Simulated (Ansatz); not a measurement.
# MnSe: the order of phases at one pressure

Aim: bring MnSe in several structures (rocksalt, CsCl, zincblende, anti NiAs) to one pressure and rank them by enthalpy. The pressure is set by scaling the first phase. Methods of the runs shown: PAW.

Computed with Ansatz 0.2.0 (DFT, PBEsol, PAW with Ansatz's default frozen-core files, scalar-relativistic, unless a step's input says otherwise).

## Step 1: The starting structure

Symmetry: Fm-3m, No. 225, cubic system. The conventional cell has a = 4.843 Å, b = 4.843 Å, c = 4.843 Å, α = 90.00°, β = 90.00°, γ = 90.00°. Mn (site symmetry m-3m) has 6 Se at 2.42 Å as nearest neighbours. Se (site symmetry m-3m) has 6 Mn at 2.42 Å as nearest neighbours.

Coordinates:

```cif
data_structure
_symmetry_space_group_name_H-M 'P 1'
_symmetry_Int_Tables_number 1
_cell_length_a 3.4242
_cell_length_b 3.4242
_cell_length_c 3.4242
_cell_angle_alpha 60.000
_cell_angle_beta 60.000
_cell_angle_gamma 60.000
_cell_volume 28.39
loop_
_atom_site_label
_atom_site_type_symbol
_atom_site_fract_x
_atom_site_fract_y
_atom_site_fract_z
_atom_site_occupancy
Mn1 Mn 0.00000 0.00000 0.00000 1
Se1 Se 0.50000 0.50000 0.50000 1
```

Atoms are numbered in the order of the input: Mn1, Se2.

## Step 2: Cell relaxed at zero pressure, PAW

The input, input.yaml:

```yaml
crystal:
  lattice:
    - [0.0, 2.4212959625, 2.4212959625]
    - [2.4212959625, 0.0, 2.4212959625]
    - [2.4212959625, 2.4212959625, 0.0]
  atoms:
    - { symbol: Mn, position: [0.0, 0.0, 0.0], spin: 3.0 }
    - { symbol: Se, position: [0.5, 0.5, 0.5] }
magnetization:
  spin_polarized: true
kpoints:
  mp_grid: { grid: [14, 14, 14] }
scf:
  occupations: { method: fermi_dirac, width: 0.1 }
hamiltonian:
  xc: pbesol
  pseudopotentials: { kind: paw }
output:
  forces: true
  stress: true
relax:
  f_tol: 0.005
  max_steps: 40
  cell: {}
```

Launch:

```sh
> ansatz run input.yaml --threads 2 --pin off --max-ram 7168MiB --backend cpu --events-out ev --progress --plain --runs-dir out
```

Further steps of the session: Volume scaled by 0.754, to set the pressure, PAW; Rocksalt relaxed under pressure, PAW; CsCl relaxed under pressure, PAW; Zincblende relaxed under pressure, PAW; Anti NiAs relaxed under pressure, PAW.

Q: Predict the outcome of this session. Wanted: pressure; lowest.

**Answer**, as computed:

```
    quantity                                value
    pressure                               30 GPa
lowest (PAW)  CsCl, 84.8 meV/atom under anti NiAs
```

In words: By PAW the order is CsCl < anti NiAs < rocksalt < zincblende. Only these structures were tried, with electrons smeared by 0.1 eV and without vibrations, so the true ground state may be another. The k meshes differ between phases and weren't tested, which can move differences by some meV. The magnetic state is the one reached from the start moments in this cell; it needn't be the ground state. With one magnetic atom in the cell only ferromagnetic order fits; the real order can differ.
